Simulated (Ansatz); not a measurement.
# YMo: the cost of one run

Method: DFT PBE, scalar-relativistic, plane waves, PAW, in Ansatz 0.2.0.

The COD cell was measured well above room temperature, so it is larger than a cold one.

## Step 1: The structure to begin with

It takes space group Fm-3m (No. 225, cubic). Conventional cell: a = 5.522 Å, b = 5.522 Å, c = 5.522 Å, α = 90.00°, β = 90.00°, γ = 90.00°. Around Y (site symmetry m-3m) lie 6 Mo at 2.76 Å. Around Mo (site symmetry m-3m) lie 6 Y at 2.76 Å.

Coordinates:

```xyz
2
Lattice="0.0000 2.7608 2.7608 2.7608 0.0000 2.7608 2.7608 2.7608 0.0000" Properties=species:S:1:pos:R:3 pbc="T T T"
Y     0.0000    0.0000    0.0000
Mo    2.7608    2.7608    2.7608
```

This is candidate A: rock salt type (Fm-3m, No. 225).

(A quick probe on a coarse mesh, which set the mesh and smearing, is not shown.)

## Step 3: Coarse relaxation (candidate A)

File input.yaml:

```yaml
crystal:
  lattice:
    - [0.0, 2.7607698097, 2.7607698097]
    - [2.7607698097, 0.0, 2.7607698097]
    - [2.7607698097, 2.7607698097, 0.0]
  atoms:
    - { symbol: "Y", position: [0.0, 0.0, 0.0] }
    - { symbol: Mo, position: [0.5, 0.5, 0.5] }
basis:
  ecutwfc: 420
kpoints:
  mp_grid: { grid: [6, 6, 6] }
hamiltonian:
  xc: pbe
scf:
  occupations: { method: gaussian, width: 0.1 }
  lower_state_search: "off"
output:
  forces: true
  stress: true
  eigenvalues: true
relax:
  adjacent_minimum: "off"
  f_tol: 0.04
  max_steps: 70
  cell: { stress_tol: 0.4 }
```

Run with:

```console
$ ansatz run input.yaml --threads 1 --pin off --max-ram 2560MiB --backend cpu --events-out ev --progress --plain --runs-dir out
```

Q: Estimate wall time and peak memory on 1 thread of Intel Xeon Platinum 8488C (Sapphire Rapids), shared host.

About 4 s, with a peak of 0.35 GiB.
